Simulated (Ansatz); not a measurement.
# GaPN (quartet): wave-function methods side by side, cc-pVDZ

One table from this session's results is given with a row withheld; the runs are named, their logs left out.

The runs use Ansatz 0.2.0, Gaussian basis; cc-pVDZ, core rule «outside noble gas», up to 20 orbitals frozen.

To be run: UHF; CCSD(T) on ROHF; CCSD(T) on UHF; BCCD(T) on ROHF; CISD; CCSDT(Q) on ROHF; CCSDT(Q) on UHF; CASSCF and MRCISD+Q, 9 electrons in 10 orbitals; CASSCF and NEVPT2, 9 electrons in 10 orbitals.

36 further runs of the same task are left out: 15 for a known fault of the program, 9 that didn't finish, 12 set aside as unsound or not needed.

### The geometry

The geometry is a PBE0/def2-TZVP stationary point (not a proven minimum). No spin-orbit coupling is included. The filled d shell of Ga may be among the frozen orbitals whatever the setting's name suggests; the logs give the count.

3 atoms, charge 0, spin multiplicity 4.

Atoms are counted from 1 here; the program's logs count them from 0.

Bond lengths: Ga1–P2 2.418 Å, Ga1–N3 1.835 Å, P2–N3 1.712 Å. Angles: P2–Ga1–N3 44.9°, Ga1–P2–N3 49.2°, Ga1–N3–P2 85.9°.

Set-up of the first run:

in.yaml reads:

```yaml
crystal:
  periodic: [false, false, false]
  atoms:
    - {symbol: Ga, position_ang: [0.000000, 0.093764, 0.821607]}
    - {symbol: P, position_ang: [0.000000, 0.284432, -1.589191]}
    - {symbol: N, position_ang: [0.000000, -1.095724, -0.575558]}
basis:
  gaussian: {orbitals: cc-pVDZ}
magnetization: {spin_polarized: true, initial_magnetization: 3}
hamiltonian: {xc: hf}
output: {orbitals: {seedname: orbitals}}
```

Launch:

```console
> ansatz run in.yaml --threads 1 --pin off --events-out ev --progress --plain --max-ram 2393MiB
```

Among the steps run: UHF; CCSD(T) on ROHF; CCSD(T) on UHF; BCCD(T) on ROHF; CISD; CCSDT(Q) on ROHF; CCSDT(Q) on UHF; CASSCF and MRCISD+Q, 9 electrons in 10 orbitals; CASSCF and NEVPT2, 9 electrons in 10 orbitals.

One of the session's tables, all rows but one given; the rest of the session is left out.

| method | from RCCSDT(Q) (meV) |
| --- | --- |
| ROHF | +9457.6 |
| UHF | +8853.7 |
| RMP2 | +924.9 |
| UMP2 | +1345.8 |
| RCCSD | +543.0 |
| UCCSD | +499.6 |
| RCCSD(T) | ? |
| UCCSD(T) | +89.6 |
| BCCD(T) | +77.9 |
| RCCSDT | +55.0 |
| UCCSDT | +40.8 |
| RCCSDT(Q) | 0 |
| UCCSDT(Q) | -16.9 |
| CASSCF valence | +6302.6 |
| NEVPT2 valence | +1178.6 |
| MRCISD valence | +652.9 |
| MRCISD+Q valence | +92.4 |

Estimate the missing values for RCCSD(T).

The run gave: from RCCSDT(Q) (meV): +78.6. In the column «from RCCSDT(Q) (meV)» it lies between BCCD(T) (+77.9) and UCCSD(T) (+89.6).

Not comparable, so not listed: CISD (they don't share determinant, frozen orbitals or solution with the rows shown, or repeat one).

Limits of these values: Restricted and unrestricted rows rest on different reference determinants; where their highest levels disagree by more than a few hundredths of an eV, they describe different states and don't form one ladder.
